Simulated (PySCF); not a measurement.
# [Dy(NH3)]3+: other functionals and bases at one geometry

How far do other levels of theory move the description of [Dy(NH3)]3+, and what does each cost? It is a constructed species; whether it can be made isn't addressed.

Computed with PySCF 2.14.0. Level: several levels, as the steps say, no spin–orbit coupling.

## (1) The system as given

5 atoms, charge 3, spin multiplicity 1.

Bond lengths: Dy1–N2 2.328 Å, N2–H3 1.050 Å, N2–H4 1.050 Å, N2–H5 1.050 Å. Angles: Dy1–N2–H3 115.9°, Dy1–N2–H4 115.9°, Dy1–N2–H5 115.9°, H3–N2–H4 102.3°, H3–N2–H5 102.3°, H4–N2–H5 102.3°.

As a file:

```xyz
5
DyH3N
Dy    0.00000    0.00000   -0.13564
N     0.00000    0.00000    2.19251
H     0.94484    0.00004    2.65140
H    -0.47245    0.81823    2.65140
H    -0.47239   -0.81827    2.65140
```

Formal oxidation states: Dy +3. Each metal's 9 4f electrons lie in its core potential, so multiplicities, spins and levels count the valence alone. An earlier session relaxed this geometry at B3LYP, Dy lcecp-1-SVP with ECP55, N def2-SVP, H def2-SVP (singlet, point group C3v).

At B3LYP on the finer grid: E = -92.278455 Eh, HOMO -27.57 eV, LUMO -20.80 eV, Mulliken charge on Dy1 +2.45 e, largest force component 0.004 eV/Å. 

Levels to run: revPBE; M06-L; HF; r2SCAN; B3LYP, TZVP. Hardware: 2 threads of Arm Neoverse V2, shared host.

## (2) revPBE

Input file run.py (the lines that set the calculation):

```python
mol = gto.M(atom='''
Dy     0.00000     0.00000    -0.13564
N      0.00000     0.00000     2.19251
H      0.94484     0.00004     2.65140
H     -0.47245     0.81823     2.65140
H     -0.47239    -0.81827     2.65140''',
    basis={'Dy': 'lcecp-1-SVP', 'N': 'def2-SVP', 'H': 'def2-SVP'},
    ecp={'Dy': 'lcecp-1-SVP'},
    charge=3, spin=0)
mf = dft.RKS(mol, xc='PBE_R,PBE')
mf.grids.atom_grid = (75, 302)  # f atoms: unpruned, at least (60, 302)
mf = mf.density_fit()  # fitting sets: Dy AutoAux, N def2-universal-JKFIT, H def2-universal-JKFIT
mf.conv_tol = 1e-08; mf.max_cycle = 55
mf.kernel(dm0)  # dm0: the density of the relaxed state
```

On the command line:

```sh
$ OMP_NUM_THREADS=2 python run.py
```

## (3) M06-L

Edit run.py (the lines that set the calculation) of step 2 so:

```diff
@@ -9,3 +9,3 @@
     charge=3, spin=0)
-mf = dft.RKS(mol, xc='PBE_R,PBE')
+mf = dft.RKS(mol, xc='M06L')
 mf.grids.atom_grid = (75, 302)  # f atoms: unpruned, at least (60, 302)
```

## (4) HF

Edit run.py (the lines that set the calculation) of step 3 so:

```diff
@@ -9,4 +9,3 @@
     charge=3, spin=0)
-mf = dft.RKS(mol, xc='M06L')
-mf.grids.atom_grid = (75, 302)  # f atoms: unpruned, at least (60, 302)
+mf = scf.RHF(mol)
 mf = mf.density_fit()  # fitting sets: Dy AutoAux, N def2-universal-JKFIT, H def2-universal-JKFIT
```

## (5) r2SCAN

Edit run.py (the lines that set the calculation) of step 4 so:

```diff
@@ -9,3 +9,4 @@
     charge=3, spin=0)
-mf = scf.RHF(mol)
+mf = dft.RKS(mol, xc='R2SCAN')
+mf.grids.atom_grid = (75, 302)  # f atoms: unpruned, at least (60, 302)
 mf = mf.density_fit()  # fitting sets: Dy AutoAux, N def2-universal-JKFIT, H def2-universal-JKFIT
```

## (6) B3LYP, TZVP

Basis: Dy lcecp-1-TZVP with ECP55, N def2-TZVP, H def2-TZVP. 

Input file run.py (the lines that set the calculation):

```python
mol = gto.M(atom='''
Dy     0.00000     0.00000    -0.13564
N      0.00000     0.00000     2.19251
H      0.94484     0.00004     2.65140
H     -0.47245     0.81823     2.65140
H     -0.47239    -0.81827     2.65140''',
    basis={'Dy': 'lcecp-1-TZVP', 'N': 'def2-TZVP', 'H': 'def2-TZVP'},
    ecp={'Dy': 'lcecp-1-TZVP'},
    charge=3, spin=0)
mf = dft.RKS(mol, xc='B3LYP')
mf.grids.atom_grid = (75, 302)  # f atoms: unpruned, at least (60, 302)
mf = mf.density_fit()  # fitting sets: Dy AutoAux, N def2-universal-JKFIT, H def2-universal-JKFIT
mf.conv_tol = 1e-08; mf.max_cycle = 55
mf.kernel(dm0)  # dm0: free metal ions and neutral atoms
```

Before running it: what results should come out? Wanted: for each run, HOMO; gap; charge on Dy1; dipole; largest force.

As calculated:

| level | state | HOMO (eV) | gap (eV) | charge on Dy1 (e) | dipole (D) | largest force (eV/Å) | basis functions | time |
| --- | --- | --- | --- | --- | --- | --- | --- | --- |
| B3LYP (relaxed here) | singlet | -27.57 | 6.77 | 2.45 | 3.99 | 0.00 | 62 | 3.5 s |
| revPBE | singlet | -26.44 | 4.99 | 2.42 | 4.24 | 0.26 | 62 | 1.8 s |
| M06-L | singlet | -26.59 | 5.75 | 2.50 | 3.82 | 0.19 | 62 | 2.5 s |
| HF | singlet | -31.18 | 14.42 | 2.60 | 3.09 | 1.17 | 62 | 0.7 s |
| r2SCAN | singlet | -26.66 | 5.95 | 2.47 | 3.97 | 0.09 | 62 | 2.6 s |
| B3LYP, TZVP | singlet | -27.50 | 6.75 | 2.56 | 4.03 | 0.40 | 96 | 4.8 s |

Times are on 2 threads of Arm Neoverse V2, shared host; the first row also made further properties. The dipole of a charged species depends on the origin, so these sizes hold for this origin alone.

In one basis the HOMO–LUMO gap runs from 4.99 eV (revPBE) to 14.42 eV (HF); the widest gap comes with exact exchange. The largest leftover force, 1.17 eV/Å with HF, stands at a geometry relaxed at another level. The Mulliken charge on Dy spans +2.42 to +2.60 e over the levels. With 4f in the core, its levels are missing from HOMO and gap. Total energies of different levels can't be compared. Spin–orbit coupling is left out throughout.
